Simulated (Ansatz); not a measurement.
# r2SCAN/def2-SVPD run of GeN2H4 (SMILES [NH2][Ge][NH2])

What is the electronic atomisation energy of GeN2H4 at r2SCAN/def2-SVPD? 

The results are computed with Ansatz 0.2.0.

43 further runs of the same task are left out: 43 set aside as unsound or not needed. Runs told in other sessions of the task aren't counted.

### 1 The structure to begin with

GeN2H4: 7 atoms, total charge 0, spin state singlet. SMILES: `[NH2][Ge][NH2]`. The shape is that of a PBE0-D4/def2-TZVP optimisation. This is one conformer, not always the lowest.

Bond lengths: N1–Ge2 1.827 Å, Ge2–N3 1.827 Å, N1–H4 1.006 Å, N1–H5 1.008 Å, N3–H6 1.008 Å, N3–H7 1.006 Å. Angles: N1–Ge2–N3 97.3°, Ge2–N1–H4 120.9°, Ge2–N1–H5 126.9°, Ge2–N3–H6 126.9°, Ge2–N3–H7 120.9°, H4–N1–H5 112.3°, H6–N3–H7 112.3°.

### 2 A single-point energy at r2SCAN/def2-SVPD

Contents of run.yaml:

```yaml
crystal:
  periodic: [false, false, false]
  atoms:
    - symbol: N
      position_ang: [-1.179700, 0.092100, -0.683900]
    - symbol: Ge
      position_ang: [-0.069700, -1.237600, -0.102500]
    - symbol: N
      position_ang: [1.194700, -0.165000, 0.665000]
    - symbol: H
      position_ang: [-2.029900, -0.124000, -1.176400]
    - symbol: H
      position_ang: [-1.047800, 1.084700, -0.566600]
    - symbol: H
      position_ang: [1.191600, 0.842500, 0.702200]
    - symbol: H
      position_ang: [2.002000, -0.560700, 1.116500]
basis:
  gaussian: {orbitals: def2-SVPD}
hamiltonian: {xc: r2scan}
accuracy: high
output: {orbitals: {seedname: orbitals}}
```

Launch:

```sh
ansatz run run.yaml --threads 1 --pin off --max-ram 3480MiB --events-out events.jsonl --progress --plain --runs-dir runs
```

Log:

```text
Warning: RAYON_NUM_THREADS=1 ignored (pool sized by the plan → 1); use --threads N
Functional definition: r2SCAN
  name "r2SCAN"
  parameter k0 = 0.174
  parameter k1 = 0.065
  parameter a1 = 4.9479
  exchange = r2scan_x(k0 = k0, k1 = k1, a1 = a1)
  correlation = r2scan_c
2230 factors; integrals over basis functions are off by at most 4.5e-9 eV
mean field evaluation 1: about -59540.2462 eV, gradient 8.1e1 eV
mean field evaluation 2: about -59492.2934 eV, gradient 1.5e2 eV
mean field evaluation 4: about -59553.1901 eV, gradient 6.5e0 eV
mean field evaluation 8: about -59553.3071 eV, gradient 3.3e-1 eV
mean field evaluation 16: about -59553.3073 eV, gradient 1.2e-5 eV
mean field -59553.30728873 eV, -2188.5436761792 hartree, gradient 2.9e-8 eV, S^2 0.000000; 0 other end points of the search recorded, 0 dependent functions left out
reference -59553.30728956 eV, -2188.5436762098 hartree; 25, 25 occupied and 85, 85 virtual orbitals, 2230 factors
Total energy: -59553.30728956 eV, -2188.5436762098 hartree
```

Run time: 9.6 s. Hardware: 1 thread of Intel Xeon Platinum 8488C (Sapphire Rapids), shared host; peak memory 0.36 GiB.

### 3 The Ge atom

Contents of in.yaml:

```yaml
crystal:
  periodic: [false, false, false]
  atoms:
    - {symbol: Ge, position_ang: [0.000000, 0.000000, 0.000000]}
basis:
  gaussian: {orbitals: def2-SVPD}
magnetization: {spin_polarized: true, initial_magnetization: 2}
hamiltonian: {xc: {name: r2SCAN}}
accuracy: high
```

Run the same way, it converges to -2076.64849 Eh (log not shown).

### 4 The H atom at the same level

Contents of molecule.yaml:

```yaml
crystal:
  periodic: [false, false, false]
  atoms:
    - {symbol: H, position_ang: [0.000000, 0.000000, 0.000000]}
basis:
  gaussian: {orbitals: def2-SVPD}
magnetization: {spin_polarized: true, initial_magnetization: 1}
accuracy: high
hamiltonian: {xc: {name: r2SCAN}}
```

Launch:

```sh
ansatz run molecule.yaml --threads 1 --pin off --max-ram 3480MiB --events-out events.jsonl --progress --plain --runs-dir runs
```

Log (excerpt; [...] marks lines left out):

```text
Warning: RAYON_NUM_THREADS=1 ignored (pool sized by the plan → 1); use --threads N
[... 7 set-up lines as earlier in the session ...]
33 factors; integrals over basis functions are off by at most 4.9e-10 eV
mean field evaluation 1: about -13.5842 eV, gradient 3.3e-3 eV
mean field evaluation 2: about -13.5842 eV, gradient 3.4e-3 eV
mean field evaluation 4: about -13.5842 eV, gradient 2.8e-5 eV
mean field -13.58416968 eV, -0.4992090282 hartree, gradient 8.8e-10 eV, S^2 0.750000; 0 other end points of the search recorded, 0 dependent functions left out
reference -13.58417057 eV, -0.4992090606 hartree; 1, 0 occupied and 7, 8 virtual orbitals, 33 factors
Total energy: -13.58417057 eV, -0.4992090606 hartree
```

It took 0.28 s on 1 thread of Intel Xeon Platinum 8488C (Sapphire Rapids), shared host.

### 5 The N atom at the same level

Contents of in.yaml:

```yaml
basis:
  gaussian:
    orbitals: def2-SVPD
crystal:
  periodic: [false, false, false]
  atoms:
    - {symbol: "N", position_ang: [0.000000, 0.000000, 0.000000]}
magnetization:
  spin_polarized: true
  initial_magnetization: 3
hamiltonian:
  xc: {name: r2SCAN}
accuracy: high
```

Run the same way, it converges to -54.51625 Eh (log not shown).

### 6 Results

At r2SCAN/def2-SVPD:

| quantity | value |
| --- | --- |
| molecule: total energy | -2188.54368 Eh |
| molecule: HOMO energy | -5.98 eV |
| molecule: LUMO energy | -1.34 eV |
| molecule: HOMO–LUMO gap | 4.64 eV |
| Ge atom: total energy | -2076.64849 Eh |
| Ge atom: ⟨S²⟩ | 2.005 |
| H atom: total energy | -0.49921 Eh |
| H atom: ⟨S²⟩ | 0.750 |
| N atom: total energy | -54.51625 Eh |
| N atom: ⟨S²⟩ | 3.756 |
| electronic atomisation energy | 23.561 eV |

**Reading.** Taking the molecule apart into free atoms costs 23.56 eV (543 kcal/mol), before zero-point energy and without spin-orbit coupling.
